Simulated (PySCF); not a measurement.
**HoF3(NH3): other functionals and bases at one geometry**

The task here is to estimate one member of a computed series from the others.

The runs use PySCF 2.14.0; several levels, as the steps say, no spin–orbit coupling.

1 further run of the same task is left out (for a known fault of the program).

**Starting geometry**

8 atoms, charge 0, spin multiplicity 1.

Bond lengths: Ho1–F2 2.021 Å, Ho1–F3 2.021 Å, Ho1–F4 2.021 Å, Ho1–N5 2.483 Å, N5–H6 1.022 Å, N5–H7 1.022 Å, N5–H8 1.022 Å. Angles: F2–Ho1–F3 118.3°, F2–Ho1–F4 118.3°, F2–Ho1–N5 97.6°, F3–Ho1–F4 118.3°, F3–Ho1–N5 97.6°, F4–Ho1–N5 97.6°, Ho1–N5–H6 112.3°, Ho1–N5–H7 112.3°, Ho1–N5–H8 112.3°, H6–N5–H7 106.5°, H6–N5–H8 106.5°, H7–N5–H8 106.5°.

Geometry (Å):

```csv
atom,x (Å),y (Å),z (Å)
Ho1,0.0965,-0.0965,0.0965
F2,1.0693,1.3839,1.0693
F3,-1.3839,-1.0693,1.0693
F4,1.0693,-1.0693,-1.3839
N5,-1.3373,1.3373,-1.3373
H6,-1.9474,1.9474,-0.7895
H7,-0.7895,1.9474,-1.9474
H8,-1.9474,0.7895,-1.9474
```

Formal oxidation states: Ho +3. Each metal's 10 4f electrons lie in its core potential, so multiplicities, spins and levels count the valence alone. An earlier session relaxed this geometry at PBE0, Ho lcecp-1-SVP with ECP56, F def2-SVP, N def2-SVP, H def2-SVP (singlet, point group C3v).

At PBE0 on the finer grid: E = -393.417124 Eh, HOMO -9.49 eV, LUMO -0.78 eV, Mulliken charge on Ho1 +1.15 e, largest force component 0.006 eV/Å. 

Levels to run: CAM-B3LYP; B3LYP; PBE0, TZVP. Hardware: 2 threads of Arm Neoverse V2, shared host.

The first run:

The input, run.py (the lines that set the calculation):

```python
mol = gto.M(atom='''
Ho     0.09650    -0.09650     0.09650
F      1.06927     1.38385     1.06927
F     -1.38385    -1.06927     1.06927
F      1.06927    -1.06927    -1.38385
N     -1.33727     1.33727    -1.33727
H     -1.94745     1.94745    -0.78952
H     -0.78952     1.94745    -1.94745
H     -1.94745     0.78952    -1.94745''',
    basis={'Ho': 'lcecp-1-SVP', 'F': 'def2-SVP', 'N': 'def2-SVP', 'H': 'def2-SVP'},
    ecp={'Ho': 'lcecp-1-SVP'},
    charge=0, spin=0)
mf = dft.RKS(mol, xc='CAMB3LYP')
mf.grids.atom_grid = (75, 302)  # f atoms: unpruned, at least (60, 302)
mf = mf.density_fit()  # fitting sets: Ho AutoAux, F def2-universal-JKFIT, N def2-universal-JKFIT, H def2-universal-JKFIT
mf.conv_tol = 1e-08; mf.max_cycle = 55
mf.kernel(dm0)  # dm0: the density of the relaxed state
```

The run is started by

```
OMP_NUM_THREADS=2 python run.py
```

Among the steps run: CAM-B3LYP; B3LYP; PBE0, TZVP.

One of the session's tables, all rows but one given; the rest of the session is left out.

| level | HOMO (eV) | gap (eV) | charge on Ho1 (e) | largest force component (eV/Å) |
| --- | --- | --- | --- | --- |
| PBE0 (relaxed here) | -9.49 | 8.70 | 1.15 | 0.01 |
| CAM-B3LYP | -10.99 | 10.86 | 1.10 | 0.05 |
| B3LYP | ? | ? | ? | ? |
| PBE0, TZVP | -9.67 | 8.67 | 1.61 | 0.22 |

Q: Estimate the row for B3LYP from the others.

The run gave: HOMO (eV): -9.16; gap (eV): 8.03; charge on Ho1 (e): 1.08; largest force component (eV/Å): 0.13. In the column «HOMO (eV)» it is the highest.

In one basis the HOMO–LUMO gap runs from 8.03 eV (B3LYP) to 10.86 eV (CAM-B3LYP). The largest leftover force, 0.22 eV/Å with PBE0, TZVP, stands at a geometry relaxed at another level. With 4f in the core, its levels are missing from HOMO and gap, and its count is fixed, so no charge can pass from the ligands into it. Total energies of different levels can't be compared.
